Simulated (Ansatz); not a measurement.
# ClHMoO₂S: basis-set convergence

An exercise on one series of results from a longer session: the logs are not shown, and one member is left open.

Program: Ansatz 0.2.0, Gaussian basis. Level of theory: one geometry, several basis sets. These are calculated values, not measurements.

Plan: PBE0-D4/def2-SVP; ωB97M-V/def2-SVP; PBE0-D4/def2-QZVPP; ωB97M-V/def2-QZVPP; the functionals' def2-TZVPP values are taken from earlier runs.

## The relaxed structure

All runs share one geometry, relaxed beforehand with PBE0-D4 in a triple-zeta def2 set. Mo takes the def2 core potential; no spin-orbit term is included.

SMILES `[O]=[Mo]([OH])(=[S])[Cl]`, 6 atoms, charge 0, spin multiplicity 1.

Atoms are counted from 1 here; the program's logs count them from 0.

Bond lengths: O1–Mo2 1.663 Å, Mo2–O3 1.855 Å, Mo2–S4 2.102 Å, Mo2–Cl5 2.247 Å, O3–H6 0.962 Å. Angles: O1–Mo2–O3 108.9°, O1–Mo2–S4 108.7°, O1–Mo2–Cl5 109.4°, O3–Mo2–S4 109.9°, O3–Mo2–Cl5 111.1°, S4–Mo2–Cl5 108.8°, Mo2–O3–H6 123.3°.

Set-up of the first run:

Input file in.yaml:

```yaml
crystal:
  periodic: [false, false, false]
  atoms:
    - {symbol: O, position_ang: [-1.691827, -0.944648, 0.352012]}
    - {symbol: Mo, position_ang: [-0.398980, 0.015212, -0.064098]}
    - {symbol: O, position_ang: [1.089555, -0.530731, 0.898552]}
    - {symbol: S, position_ang: [-0.036399, -0.197745, -2.123354]}
    - {symbol: Cl, position_ang: [-0.895362, 2.164452, 0.366133]}
    - {symbol: H, position_ang: [1.975113, -0.570640, 0.524555]}
basis:
  gaussian: {orbitals: def2-SVP}
hamiltonian: {xc: pbe0, dispersion: d4}
output: {orbitals: {seedname: orbitals}}
```

Run with:

```
$ ansatz run in.yaml --threads 4 --pin off --events-out ev --progress --plain --max-ram 10444MiB
```

Steps of the session up to this table: PBE0-D4 in def2-SVP; ωB97M-V in def2-SVP; PBE0-D4 in def2-QZVPP; ωB97M-V in def2-QZVPP.

One of the session's tables, all rows but one given; the rest of the session is left out.

It belongs to the step «Density functionals: the series». 

```
functional       basis  HOMO (eV)  LUMO (eV)
   PBE0-D4    def2-SVP      -8.16      -3.33
   PBE0-D4  def2-TZVPP          ?          ?
   PBE0-D4  def2-QZVPP      -8.15      -3.36
   ωB97M-V    def2-SVP     -10.22      -1.27
   ωB97M-V  def2-TZVPP     -10.25      -1.35
   ωB97M-V  def2-QZVPP     -10.26      -1.38
```

Q: Estimate the row for PBE0-D4, def2-TZVPP from the others.

The run gave: HOMO (eV): -8.14; LUMO (eV): -3.35. In the column «HOMO (eV)» it is the highest.
